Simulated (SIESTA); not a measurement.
Co in SIESTA: the effect of functional

The system is Co, a slab with vacuum.

```xyz
6
Lattice="2.4874 0.0000 0.0000 -1.2437 2.1541 0.0000 0.0000 0.0000 25.2384" Properties=species:S:1:pos:R:3 pbc="T T T"
Co    0.0000    1.4361    7.5000
Co    1.2437    0.7180    9.6118
Co    0.0000    1.4361   11.5633
Co    1.2437    0.7180   13.6751
Co    0.0000    1.4361   15.6266
Co    1.2437    0.7180   17.7384
```

The slab is cut from a database's or a generator's crystal, which needn't be the stable form of the element.

Alike in all runs:

| Property | Result |
| --- | --- |
| Program | SIESTA 5.4.2 |
| Task | single point |
| Potentials or basis | PseudoDojo 0.4 standard (PBE files) |
| Basis | DZP (energy shift 0.003 Ry; two zetas on semicore shells) |
| Grid cutoff | 800 Ry |
| Energy shift | 0.003 Ry |
| k mesh | 8 × 8 × 1 |
| Occupations | fermi-dirac, width 0.05 eV |
| Spin | collinear spin, ferromagnetic start |
| Starting moments | [2.0, 2.0, 2.0, 2.0, 2.0, 2.0] μB |

```csv
functional,largest force (eV/Å)
vdW-DF,1.01
vdW-DF2,?
optB88-vdW,0.96
vdW-DF-C09,0.92
vdW-DF-cx,0.93
```

Problem. What does the run with functional vdW-DF2 give?

Solution. Largest force 1.07 eV/Å.

Caveats: all runs use coarse meshes; the potentials were made for another functional, which shifts forces and pressure.

Runs at the PBE level aren't shown here.
